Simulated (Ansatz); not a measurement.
# SrLi2SnS4: the cost of one run

Program: Ansatz 0.2.0. Level of theory: DFT LDA, scalar-relativistic, plane waves, PAW. These are calculated values, not measurements.

### 1 Starting point

Symmetry: I-42m, No. 121, tetragonal system. The conventional cell has a = 6.659 Å, b = 6.659 Å, c = 7.918 Å, α = 90.00°, β = 90.00°, γ = 90.00°. Around Li (site symmetry -4) lie 4 S at 2.47 Å. Around Sr (site symmetry -42m) lie 8 S at 3.08 to 3.25 Å. Sn (site symmetry -42m) is surrounded by 4 S at 2.37 Å. Around S (site symmetry m) lie 1 Sn at 2.37 Å and 2 Li at 2.47 Å and 2 Sr at 3.08 to 3.25 Å.

Coordinates:

```
CELL_PARAMETERS angstrom
-3.32950 3.32950 3.95900
3.32950 -3.32950 3.95900
3.32950 3.32950 -3.95900
ATOMIC_POSITIONS crystal
Li 0.25000 0.75000 0.50000
Li 0.75000 0.25000 0.50000
Sr 0.50000 0.50000 0.00000
Sn 0.00000 0.00000 0.00000
S 0.03526 0.03526 0.41320
S 0.96474 0.37794 0.00000
S 0.62206 0.62206 0.58680
S 0.37794 0.96474 0.00000
```

The structure comes from the Crystallography Open Database.

### 2 Ground state at the listed geometry

Contents of input.yaml:

```yaml
crystal:
  lattice:
    - [-3.3295, 3.3295, 3.959]
    - [3.3295, -3.3295, 3.959]
    - [3.3295, 3.3295, -3.959]
  atoms:
    - { symbol: Li, position: [0.25, 0.75, 0.5] }
    - { symbol: Li, position: [0.75, 0.25, 0.5] }
    - { symbol: Sr, position: [0.5, 0.5, 0.0] }
    - { symbol: Sn, position: [0.0, 0.0, 0.0] }
    - { symbol: S, position: [0.03526, 0.03526, 0.4132] }
    - { symbol: S, position: [0.96474, 0.37794, 0.0] }
    - { symbol: S, position: [0.62206, 0.62206, 0.5868] }
    - { symbol: S, position: [0.37794, 0.96474, 0.0] }
basis:
  ecutwfc: 420
  fft_grid_basis: typed
kpoints:
  mp_grid: { grid: [6, 6, 6] }
hamiltonian:
  xc: lda
  pseudopotentials: { kind: paw }
scf:
  occupations: { method: gaussian, width: 0.05 }
output:
  forces: true
  stress: true
  eigenvalues: true
  bader: true
  write_density: true
  volumetric_format: npy
  elf: true
```

On the command line:

```
$ ansatz run input.yaml --threads 2 --pin off --max-ram 4096MiB --backend cpu --events-out ev --progress --plain --runs-dir out
```

**Question.** How long does this run take on 2 threads of Arm Neoverse N1, shared host, and how much memory does it need?

About 68 s, with a peak of 0.48 GiB.
